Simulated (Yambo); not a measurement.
# Ge (Fd-3m) in Yambo: a series of runs, part 2 of 3

Yambo 5.3.0.

## 4. Optical spectrum, PBEsol

optics2.in

```
optics
chi
tddft
Chimod= "ALDA"
% BndsRnXd
 1 | 29 |
%
NGsBlkXd= 3 Ry
% LongDrXd
 1 | 0 | 0 |
%
% QpntsRXd
 1 | 1 |
%
% EnRngeXd
 0 | 15 | eV
%
% DmRngeXd
 0.2 | 0.2 | eV
%
ETStpsXd= 200
FxcGRLc= 3 Ry
VXCRLvcs= 3 Ry
```

scf.in

```
&CONTROL
  calculation = 'scf'
  prefix = 'pwscf'
  outdir = './tmp'
  pseudo_dir = './pseudo'
/
&SYSTEM
  ibrav = 0
  nat = 2
  ntyp = 1
  ecutwfc = 78
  nbnd = 21
  occupations = 'smearing'
  smearing = 'fd'
  degauss = 0.00367493
  force_symmorphic = .true.
/
&ELECTRONS
  conv_thr = 4d-10
  electron_maxstep = 120
  mixing_beta = 0.5
/
ATOMIC_SPECIES
Ge    72.6300 Ge.upf
CELL_PARAMETERS angstrom
   0.0000000000    2.8289100000    2.8289100000
   2.8289100000    0.0000000000    2.8289100000
   2.8289100000    2.8289100000    0.0000000000
ATOMIC_POSITIONS crystal
Ge     0.7500000000    0.7500000000    0.7500000000
Ge     0.5000000000    0.5000000000    0.5000000000
K_POINTS automatic
16 16 16 0 0 0
```

nscf.in

```
&CONTROL
  calculation = 'nscf'
  prefix = 'pwscf'
  outdir = './tmp'
  pseudo_dir = './pseudo'
/
&SYSTEM
  ibrav = 0
  nat = 2
  ntyp = 1
  ecutwfc = 78
  nbnd = 39
  occupations = 'smearing'
  smearing = 'fd'
  degauss = 0.00367493
  force_symmorphic = .true.
/
&ELECTRONS
  conv_thr = 1d-08
  diago_full_acc = .true.
  diago_thr_init = 1d-06
/
ATOMIC_SPECIES
Ge    72.6300 Ge.upf
CELL_PARAMETERS angstrom
   0.0000000000    2.8289100000    2.8289100000
   2.8289100000    0.0000000000    2.8289100000
   2.8289100000    2.8289100000    0.0000000000
ATOMIC_POSITIONS crystal
Ge     0.7500000000    0.7500000000    0.7500000000
Ge     0.5000000000    0.5000000000    0.5000000000
K_POINTS automatic
16 16 16 0 0 0
```

Potentials or basis: PseudoDojo 0.4.1 SR PBEsol standard.

On the command line:

```bash
OMP_NUM_THREADS=1 pw.x -in scf.in > scf.out
OMP_NUM_THREADS=1 pw.x -in nscf.in > nscf.out
cd tmp/pwscf.save; p2y; mv SAVE ../..; cd ../..
OMP_NUM_THREADS=1 yambo
OMP_NUM_THREADS=1 yambo -F optics2.in -J optics2 -C optics2_out
```

Yambo's report:

```text
[... sections 02.01 to 02.04 as in the set-up run ...]

[... 5 lines left out ...]
  [X] Bosonic    Temperature                        :  0.258606E-1   300.100    [eV K]
  [X] Finite Temperature mode                       : yes
  [X] El. density                                   :  0.61840E+24 [cm-3]
  [X] Fermi Level                                   :  9.439576 [eV]

  [X] === Gaps and Widths ===
  [X] Conduction Band Min                           :  9.439576 [eV]
  [X] Valence Band Max                              :  9.439576 [eV]
  [X] Filled Bands                                  :  11
  [X] Metallic Bands                                :  12  15
  [X] Empty Bands                                   :   16   39

  [X] === Metallic Characters ===
  [X] N of el / N of met el                         :  28.00000   6.00096
  [X] Average metallic occ.                         :  0.375060

  [WARNING] [X] Metallic system

 [03] Transferred momenta grid and indexing
 ==========================================

 IBZ Q-points                                      :  145
 BZ  Q-points                                      :   4096

 K/Q-points units:
 rlu = crystal or reduced units; cc = cartesian coordinates; iku = interal k-units

 Q [  1]        [rlu]:  0.000000  0.000000  0.000000
 Q [  2]        [rlu]: -0.32365E-18 -0.32365E-18  0.62500E-01
 Q [  3]        [rlu]: -0.64730E-18 -0.64730E-18  0.12500
 Q [  4]        [rlu]:  0.18083E-16  0.18083E-16  0.18750
 Q [  5]        [rlu]: -0.12946E-17 -0.12946E-17  0.25000
 Q [  6]        [rlu]:  0.41050E-16  0.13295E-16  0.31250
[... 42 lines left out ...]
 Q [ 49]        [rlu]:  0.86959E-17  0.25000      0.25000
 Q [ 50]        [rlu]:  0.66152E-17  0.25000      0.31250

 Remaining 95 points informations can be written running with -fatlog

 [WARNING] [Xd] User bands 1-29 break level degeneracy

 [04] Dipoles
 ============

  [04.01] Setup: observables and procedures
  =========================================

  [WF-Oscillators/G space/Transverse up loader] Normalization (few states)  min/max  :  0.27927E-17   1.0000

  [WR./optics2//ndb.dipoles]------------------------------------------------------
   Brillouin Zone Q/K grids (IBZ/BZ)                :    145   4096    145   4096
   RL vectors                                       :   4573 [WF]
   Fragmentation                                    : yes
   Electronic Temperature                           :  300.1000 [K]
   Bosonic    Temperature                           :  300.1000 [K]
   DIP band range                                   :   1  29
   DIP band range limits                            :  15  12
   DIP e/h energy range                             : -1.000000 -1.000000 [eV]
   RL vectors in the sum                            :   4573
   [r,Vnl] included                                 : yes
   Bands ordered                                    : yes
   Direct v evaluation                              : no
   Approach used                                    : G-space v
   Dipoles computed                                 : R V P [G-space]
   Wavefunctions                                    : Perdew, Burke & Ernzerhof SOL(X)+Perdew, Burke & Ernzerhof SOL(C)

  [WARNING] [r,Vnl^pseudo] included in position and velocity dipoles.

  [WARNING] In case H contains other non local terms, these are neglected

 [05] Optics
 ===========

 [xc] Functional : Perdew, Burke & Ernzerhof SOL(X)+Perdew, Burke & Ernzerhof SOL(C)
 [xc] LIBXC used to calculate xc functional
  PP Number of Atomic Species                      :  1
  NLCC RL compoments                               :  28475
 [X-CG] R(p) Tot o/o(of R):    23465   866456      100

 [WARNING] The system is a metal but Drude term not included.
```

Wall time 6.5 min (1 thread of Arm Neoverse V1, shared host); peak memory 1.2 GiB.

Results:

```yaml
Band_gap_on_the_k_mesh_mean-field_level: none (metal or under the smearing width)
```

Dielectric function (along the field direction of the input):
```
energy (eV)  real part  imaginary part
       0.30      16.26           13.77
       0.68      20.71            4.84
       1.06      22.75            7.06
       1.43      23.31           16.60
       1.81      14.61           15.56
       2.19      14.08           15.24
       2.56      13.17           16.87
       2.94       9.14           17.57
       3.32      10.17           20.45
       3.69       1.98           27.04
       4.07      -4.66           20.95
       4.45      -8.82           12.60
       4.82      -5.70            9.76
       5.20      -5.78            9.91
       5.58      -7.34            7.82
       5.95      -6.44            4.84
       6.33      -4.82            3.83
       6.71      -4.14            3.59
       7.09      -4.34            2.96
       7.46      -3.47            1.93
       7.84      -2.57            1.92
       8.22      -2.40            2.04
       8.59      -2.43            1.70
       8.97      -2.13            1.32
       9.35      -1.79            1.22
       9.72      -1.57            1.22
      10.10      -1.54            0.95
      10.48      -1.27            0.86
      10.85      -1.15            0.84
      11.23      -1.04            0.68
      11.61      -0.89            0.60
      11.98      -0.75            0.55
      12.36      -0.66            0.51
      12.74      -0.57            0.45
      13.12      -0.48            0.41
      13.49      -0.39            0.35
      13.87      -0.30            0.32
      14.25      -0.21            0.30
      14.62      -0.14            0.29
      15.00      -0.09            0.27
```

Caveat: the LDA kernel is used on GGA states, which is inconsistent by a few percent; the intraband (Drude) term of the metal is left out; the ground state has no gap, which makes the many-body step unreliable; these spectra lack excitons; this crystal is a semiconductor, whose small gap the functional closes, so the metal is an error of the method.

## 5. Optical spectrum, PBEsol

optics3.in

```
optics
chi
Chimod= "IP"
% BndsRnXd
 1 | 29 |
%
% LongDrXd
 1 | 1 | 1 |
%
% QpntsRXd
 1 | 1 |
%
% EnRngeXd
 0 | 10 | eV
%
% DmRngeXd
 0.1 | 0.1 | eV
%
ETStpsXd= 200
```

scf.in is that of step 4.

nscf.in is that of step 4.

Potentials or basis: PseudoDojo 0.4.1 SR PBEsol standard.

On the command line:

```bash
OMP_NUM_THREADS=1 pw.x -in scf.in > scf.out
OMP_NUM_THREADS=1 pw.x -in nscf.in > nscf.out
cd tmp/pwscf.save; p2y; mv SAVE ../..; cd ../..
OMP_NUM_THREADS=1 yambo
OMP_NUM_THREADS=1 yambo -F optics3.in -J optics3 -C optics3_out
```

Yambo's report:

```text
[... sections 02.01 to 02.04 as in the set-up run ...]

  [02.05] Energies & Occupations
  ==============================

  [X] === General ===
  [X] Electronic Temperature                        :  0.258606E-1   300.100    [eV K]
  [X] Bosonic    Temperature                        :  0.258606E-1   300.100    [eV K]
  [X] Finite Temperature mode                       : yes
  [X] El. density                                   :  0.61840E+24 [cm-3]
  [X] Fermi Level                                   :  9.439576 [eV]

  [X] === Gaps and Widths ===
  [X] Conduction Band Min                           :  9.439576 [eV]
  [X] Valence Band Max                              :  9.439576 [eV]
  [X] Filled Bands                                  :  11
  [X] Metallic Bands                                :  12  15
  [X] Empty Bands                                   :   16   39

  [X] === Metallic Characters ===
  [X] N of el / N of met el                         :  28.00000   6.00096
  [X] Average metallic occ.                         :  0.375060

  [WARNING] [X] Metallic system

 [03] Transferred momenta grid and indexing
 ==========================================

 IBZ Q-points                                      :  145
 BZ  Q-points                                      :   4096

 K/Q-points units:
 rlu = crystal or reduced units; cc = cartesian coordinates; iku = interal k-units

 Q [  1]        [rlu]:  0.000000  0.000000  0.000000
 Q [  2]        [rlu]: -0.32365E-18 -0.32365E-18  0.62500E-01
 Q [  3]        [rlu]: -0.64730E-18 -0.64730E-18  0.12500
 Q [  4]        [rlu]:  0.18083E-16  0.18083E-16  0.18750
 Q [  5]        [rlu]: -0.12946E-17 -0.12946E-17  0.25000
 Q [  6]        [rlu]:  0.41050E-16  0.13295E-16  0.31250
[... 42 lines left out ...]
 Q [ 49]        [rlu]:  0.86959E-17  0.25000      0.25000
 Q [ 50]        [rlu]:  0.66152E-17  0.25000      0.31250

 Remaining 95 points informations can be written running with -fatlog

 [WARNING] [Xd] User bands 1-29 break level degeneracy

 [04] Dipoles
 ============

  [04.01] Setup: observables and procedures
  =========================================

  [WF-Oscillators/G space/Transverse up loader] Normalization (few states)  min/max  :  0.27927E-17   1.0000

  [WR./optics3//ndb.dipoles]------------------------------------------------------
   Brillouin Zone Q/K grids (IBZ/BZ)                :    145   4096    145   4096
   RL vectors                                       :   4573 [WF]
   Fragmentation                                    : yes
   Electronic Temperature                           :  300.1000 [K]
   Bosonic    Temperature                           :  300.1000 [K]
   DIP band range                                   :   1  29
   DIP band range limits                            :  15  12
   DIP e/h energy range                             : -1.000000 -1.000000 [eV]
   RL vectors in the sum                            :   4573
   [r,Vnl] included                                 : yes
   Bands ordered                                    : yes
   Direct v evaluation                              : no
   Approach used                                    : G-space v
   Dipoles computed                                 : R V P [G-space]
   Wavefunctions                                    : Perdew, Burke & Ernzerhof SOL(X)+Perdew, Burke & Ernzerhof SOL(C)

  [WARNING] [r,Vnl^pseudo] included in position and velocity dipoles.

  [WARNING] In case H contains other non local terms, these are neglected

 [05] Optics
 ===========

 [X-CG] R(p) Tot o/o(of R):    23465   866456      100

 [WARNING] The system is a metal but Drude term not included.
```

Wall time 5.8 min (1 thread of Arm Neoverse V1, shared host); peak memory 0.37 GiB.

What came out:

| Property | Result |
| --- | --- |
| Band gap on the k mesh, mean-field level | none (metal or under the smearing width) |

Dielectric function (along the field direction of the input):
```
energy (eV)  real part  imaginary part
       0.25       3.80           17.78
       0.45      15.27            4.32
       0.70      22.17            3.12
       0.95      21.20            7.32
       1.21      28.78            7.42
       1.46      28.00           22.11
       1.71      14.23           16.60
       1.96      15.03           14.58
       2.21      15.31           14.79
       2.46      14.15           14.82
       2.71      14.64           20.05
       2.96       9.54           16.64
       3.22      14.35           19.16
       3.47      11.36           24.71
       3.72      -1.76           37.62
       3.97      -3.25           21.54
       4.22     -12.89           23.89
       4.47      -9.53           10.55
       4.72      -6.84           10.13
       4.97      -4.33           10.66
       5.23      -7.07           11.08
       5.48      -8.81           10.08
       5.73      -8.72            6.07
       5.98      -7.20            4.49
       6.23      -5.34            3.82
       6.48      -4.83            3.79
       6.73      -4.26            3.81
       6.98      -5.03            3.62
       7.24      -4.51            2.16
       7.49      -3.60            1.70
       7.74      -2.60            1.90
       7.99      -2.57            2.25
       8.24      -2.77            2.31
       8.49      -2.97            1.90
       8.74      -2.59            1.56
       8.99      -2.32            1.17
       9.25      -2.06            1.34
       9.50      -1.80            1.18
       9.75      -1.76            1.40
      10.00      -1.92            0.96
```

Caveat: the intraband (Drude) term of the metal is left out; the ground state has no gap, which makes the many-body step unreliable; independent-particle spectra lack excitons; this crystal is a semiconductor, whose small gap the functional closes, so the metal is an error of the method.

(Part 2 of 3 ends here.)
